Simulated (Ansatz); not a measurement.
# CH2SeSi (SMILES [SiH2]=C=[Se]): one structure at several levels

An exercise on one series of results from a longer session: the logs are not shown, and one member is left open.

The runs use Ansatz 0.2.0, Gaussian basis; single points in def2-TZVPP.

Cores are frozen in the correlated methods. Filled d shells of the heavier atoms are correlated.

## The system as given

SMILES `[SiH2]=C=[Se]`, 5 atoms, charge 0, spin multiplicity 1.

Atoms are counted from 1 here; the program's logs count them from 0.

Bond lengths: Si1–C2 1.774 Å, Si1–H4 1.304 Å, Si1–H5 1.508 Å, C2–Se3 1.723 Å. Angles: C2–Si1–H4 123.0°, C2–Si1–H5 114.6°, H4–Si1–H5 122.4°, Si1–C2–Se3 175.2°.

As a file:

| atom | x (Å) | y (Å) | z (Å) |
| --- | --- | --- | --- |
| Si1 | -0.37830 | 0.51950 | -0.45090 |
| C2 | 0.52840 | -0.65540 | 0.52050 |
| Se3 | 1.28280 | -1.85920 | 1.49550 |
| H4 | -1.41890 | 0.19690 | -1.16670 |
| H5 | 0.12260 | 1.93770 | -0.34900 |

Set-up of the first run:

run/in.yaml

```yaml
crystal:
  periodic: [false, false, false]
  atoms:
    - {symbol: Si, position_ang: [-0.378300, 0.519500, -0.450900]}
    - {symbol: C, position_ang: [0.528400, -0.655400, 0.520500]}
    - {symbol: Se, position_ang: [1.282800, -1.859200, 1.495500]}
    - {symbol: H, position_ang: [-1.418900, 0.196900, -1.166700]}
    - {symbol: H, position_ang: [0.122600, 1.937700, -0.349000]}
basis:
  gaussian: {orbitals: def2-TZVPP}
correlation: {method: ccsd_t}
output: {forces: true}
```

The command line of these runs was not kept.

Steps of the session up to this table: CCSD(T)/def2-TZVPP; PBE0-D4/def2-TZVPP; wB97M-V/def2-TZVPP; r2SCAN-D4/def2-TZVPP; PBE-D4/def2-TZVPP; SPW92/def2-TZVPP; revPBE-D4/def2-TZVPP.

One of the session's tables, all rows but one given; the rest of the session is left out.

| method | RMS force component (eV/Å) | angle to CCSD(T) forces (°) | dipole (D) |
| --- | --- | --- | --- |
| CCSD(T) | 1.955 | reference | 1.03 |
| PBE0-D4 | 2.039 | 6.8 | 1.14 |
| wB97M-V | 2.025 | 7.0 | 1.43 |
| r2SCAN-D4 | 1.992 | 5.5 | 0.92 |
| PBE-D4 | 1.979 | 3.1 | 0.74 |
| SPW92 | ? | ? | ? |
| revPBE-D4 | 1.972 | 2.9 | 0.74 |

Estimate the missing values for SPW92.

**Answer.** RMS force component (eV/Å): 2.039; angle to CCSD(T) forces (°): 7.5; dipole (D): 0.79.
